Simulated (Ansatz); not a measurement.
# Cu: the cost of one run

Computed with Ansatz 0.2.0 (DFT r2SCAN, scalar-relativistic, plane waves, PAW, unless a step's input says otherwise).

### Step 1. The system as given

Symmetry: P-3m1, No. 164, trigonal system. The conventional cell has a = 2.504 Å, b = 2.504 Å, c = 24.582 Å, α = 90.00°, β = 90.00°, γ = 120.00°. Around Cu (site symmetry 3m) lie 12 Cu at 2.50 to 2.53 Å. Around Cu (site symmetry 3m) lie 9 Cu at 2.50 to 2.52 Å.

As a file:

```
CELL_PARAMETERS angstrom
2.50405 0.00000 0.00000
-1.25202 2.16857 0.00000
0.00000 0.00000 24.58185
ATOMIC_POSITIONS crystal
Cu 0.00000 0.00000 0.37343
Cu 0.66667 0.33333 0.28940
Cu 0.33333 0.66667 0.45779
Cu 0.00000 0.00000 0.62657
Cu 0.66667 0.33333 0.54221
Cu 0.33333 0.66667 0.71060
```

It goes back to an entry of the Materials Project, which need not be the stable form.

This cell was relaxed beforehand with the same method: volume 22.25 Å³/atom, gap on the mesh none (metal).

### Step 2. Zero of energy

The reference gives a free energy of -39786.3567 eV, pressure 0.01 GPa, largest force 0.030 eV/Å and gap on the mesh none (metal). It was computed beforehand with the settings of the runs below.

### Step 3. Next: biaxial against axial strain

The cell is strained by p along both x and y and by q along z, with fractional coordinates fixed.

### Step 4. Point p = -0.030, q = -0.030

input.yaml reads:

```yaml
crystal:
  lattice:
    - [2.4289240002, 0.0, 0.0]
    - [-1.2144620001, 2.1035098881, 0.0]
    - [0.0, 0.0, 23.8443920896]
  atoms:
    - { symbol: Cu, position: [0.0, 0.0, 0.3734320076] }
    - { symbol: Cu, position: [0.6666666667, 0.3333333333, 0.2894029604] }
    - { symbol: Cu, position: [0.3333333333, 0.6666666667, 0.4577928645] }
    - { symbol: Cu, position: [0.0, 0.0, 0.6265679924] }
    - { symbol: Cu, position: [0.6666666667, 0.3333333333, 0.5422071355] }
    - { symbol: Cu, position: [0.3333333333, 0.6666666667, 0.7105970396] }
basis:
  ecutwfc: 500
kpoints:
  mp_grid: { grid: [24, 24, 2] }
hamiltonian:
  xc: r2scan
scf:
  occupations: { method: gaussian, width: 0.15 }
output:
  forces: true
  stress: true
  eigenvalues: true
```

On the command line:

```bash
$ ansatz run input.yaml --threads 2 --pin off --max-ram 5120MiB --backend cpu --events-out ev --progress --plain --runs-dir out
```

What time and memory should one allow on 2 threads of Intel Xeon 6975P-C (Granite Rapids), shared host?

About 40 s, with a peak of 1.2 GiB.
